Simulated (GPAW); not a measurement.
TiAu:

```xyz
4
Lattice="4.6151 0.0000 0.0000 0.0000 2.9552 0.0000 0.0000 0.0000 4.9475" Properties=species:S:1:pos:R:3 pbc="T T T"
Au    3.4613    1.4776    3.3440
Au    1.1538    1.4776    1.6035
Ti    3.4613    0.0000    0.8896
Ti    1.1538    0.0000    4.0579
```

The cell is a database's computed one.

Base run:

- Program: GPAW 26.7.0
- Functional: PBEsol
- Potentials or basis: PAW data sets generated in the run's folder for this functional
- Cutoff: 600 eV
- Basis: pw
- k mesh: 4 × 6 × 4
- Occupations: fermi-dirac, width 0.05 eV
- Spin: no spin polarisation

Its results: pressure -5.2 GPa; largest force 0.324 eV/Å.

The run is repeated on the same cell with these changes: functional from PBEsol to LDA; potentials or basis from PAW data sets generated in the run's folder for this functional to the program's PAW data sets (release 1.2.1) made for this functional. What comes out?

Pressure -9.5 GPa; largest force 0.328 eV/Å.

Caveats: with this Au data set, volumes or pressures lay over 1.5 % or 2 GPa off other programs in two to four cells of ten.

Not every run made on this cell is shown here.
